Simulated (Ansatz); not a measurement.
This script makes a scan of the energy under strain of Be3Ir, space group I4/mmm with Ansatz 0.2.0 through its Python package.

`strain_be3ir.py`:
```python
"""A uniaxial strain scan of Be3Ir."""

import ansatz as az
import numpy as np

VECTORS = np.array([
    [-1.63160805, 1.63160805, 3.62557229],
    [1.63160805, -1.63160805, 3.62557229],
    [1.63160805, 1.63160805, -3.62557229],
])
SITES = [
    ("Be", [0.75, 0.25, 0.5]),
    ("Be", [0.25, 0.75, 0.5]),
    ("Be", [0.5, 0.5, 0.0]),
    ("Ir", [0.0, 0.0, 0.0]),
]


def make_crystal(cell):
    crystal = az.Crystal(lattice=az.Lattice.of(cell))
    for symbol, position in SITES:
        crystal = crystal.atom(symbol, position)
    return crystal


def main() -> None:
    # clamped ions: the fractional positions stay as typed
    values = np.linspace(-0.02, 0.02, 5)
    energies = []
    for d in values:
        strain = np.diag([0, 0, d])
        cell = VECTORS @ (np.eye(3) + strain)
        setup = (
            make_crystal(cell).calculation()
            .occupations(az.OccupationsMethod.COLD, width=0.1)
            .functional("lda")
            .basis(520)
            .kpoints(15, 15, 15)
        )
        rep = setup.run().report
        energies.append(rep["free_energy_ev"] / len(SITES))
        print(f"d = {d:+.4f}  F = {energies[-1]:.5f} eV/atom")
    energies = np.array(energies)

    for value, e in zip(values, energies):
        print(f"strain {value:7.3f}   E - Emin = {1000 * (e - energies.min()):9.3f} meV/atom")
    np.savetxt("strain.csv", np.column_stack([values, energies]), fmt="%.6f", delimiter=",", header="strain,energy_eV_per_atom")
    curvature = 2 * np.polyfit(values, energies, 3)[1]
    volume = abs(np.linalg.det(VECTORS)) / len(SITES)
    print(f"d2E/dd2 over the volume: {curvature / volume * 160.21766:.1f} GPa")


if __name__ == "__main__":
    main()
```

How much energy does this uniaxial strain cost, and what curvature follows?

Against the unstrained cell the energy per atom changes by -5.23 meV at one end of the scan and +13.21 meV at the other, and its second derivative over the volume is 331.0 GPa. The lowest row is an end of the scan, as the cell stands under stress.

The output:

```console
$ python strain_be3ir.py
d = -0.0200  F = -2982.47063 eV/atom
d = -0.0100  F = -2982.46905 eV/atom
d = +0.0000  F = -2982.46540 eV/atom
d = +0.0100  F = -2982.45976 eV/atom
d = +0.0200  F = -2982.45220 eV/atom
strain  -0.020   E - Emin =     0.000 meV/atom
strain  -0.010   E - Emin =     1.579 meV/atom
strain   0.000   E - Emin =     5.226 meV/atom
strain   0.010   E - Emin =    10.873 meV/atom
strain   0.020   E - Emin =    18.432 meV/atom
d2E/dd2 over the volume: 331.0 GPa
```

`strain.csv`, as written:
```csv
# strain,energy_eV_per_atom
-0.020000,-2982.470631
-0.010000,-2982.469052
0.000000,-2982.465405
0.010000,-2982.459758
0.020000,-2982.452199
```

Notes:
- Absolute energies stand on the zero of these potentials, so only differences at equal settings mean something.
- Spin is left out of this run.
- The curvature belongs to this strain pattern and to the cell's stress; it equals a single elastic constant only for simple patterns.
- In a metal a curvature from energy changes of a few meV or less hangs on mesh and smearing, in size and even in sign.
- Spin-orbit coupling, which matters for elements this heavy, is left out.
- The structure comes from a database of computed cells and needn't be a stable or known phase.
- The ions keep their fractional positions (clamped ions).
- Run time: 87 s on 1 thread of Arm Neoverse N1, with other jobs on the host, peak memory 0.54 GiB.
